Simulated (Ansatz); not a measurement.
HfIn4SiO6:

```
Hf In Si O
1.0
     2.71585   -4.70357    0.00833
     2.71585    4.70357    0.00833
    -1.87915    0.00000    7.40127
Hf In Si O
1 4 1 6
Cartesian
  2.7159 -2.7125 0.0083
  1.7763 -1.1453 3.7090
  2.7159 0.4231 0.0083
  1.7763 2.0313 3.7090
  1.7763 -4.3098 3.7090
  2.7159 3.5589 0.0083
  -1.1497 0.2444 6.4159
  4.7022 0.2444 1.0021
  1.9910 -1.2091 6.4253
  1.5616 -1.2091 0.9927
  1.8741 2.2355 0.9933
  1.6785 2.2355 6.4246
```

The cell was built by a generator and needn't be a form met in nature.

| Property | Result |
| --- | --- |
| Program | Ansatz 0.2.0 |
| Task | relaxation of cell and atoms |
| Functional | PBE |
| Dispersion | D4 |
| Potentials or basis | Ansatz PAW |
| Cutoff | 420 eV (not typed: the program's choice for these potentials) |
| k mesh | 4 × 4 × 3 |
| Occupations | fermi-dirac, width 0.05 eV |
| Spin | no spin polarisation |

At the start: volume 15.77 Å³/atom.

**Question.** Where does the relaxation end?

**Answer.** It ends after 8 steps and the volume is 15.23 Å³/atom (-3.4 %); space group C2 (No. 5, to 0.05 Å).

Step by step:
| step | energy change (eV) | largest force (eV/Å) | volume (Å³) |
| --- | --- | --- | --- |
| 1 | 0.0000 | 0.0796 | 189.24 |
| 2 | -0.0485 | 0.2583 | 179.61 |
| 3 | -0.0699 | 0.0844 | 183.43 |
| 4 | -0.0718 | 0.0463 | 183.28 |
| 5 | -0.0726 | 0.0082 | 183.11 |
| 6 | -0.0577 | 0.0083 | 183.11 |
| 7 | -0.0588 | 0.0031 | 182.80 |
| 8 | -0.0578 | 0.0031 | 182.80 |

Final structure:
```
Hf In Si O
1.0
     2.69460   -4.66684    0.00914
     2.69460    4.66684    0.00914
    -1.86181    0.00000    7.26200
Hf In Si O
1 4 1 6
Direct
  0.78826 0.21174 0.00000
  0.62112 0.37888 0.50000
  0.45491 0.54509 0.00000
  0.28557 0.71443 0.50000
  0.95781 0.04219 0.50000
  0.12160 0.87840 0.00000
  0.06059 0.11242 0.86362
  0.88758 0.93941 0.13638
  0.79457 0.53692 0.86362
  0.46308 0.20543 0.13638
  0.15367 0.62992 0.13626
  0.37008 0.84633 0.86374
```

Caveat: the plane-wave basis is chosen anew once the cell has moved, so the energies of steps on either side of that aren't comparable; the pressure holds a Pulay correction of +0.5 GPa for the finite cutoff; pairwise dispersion overbinds metals, which lowers pressure and volume.
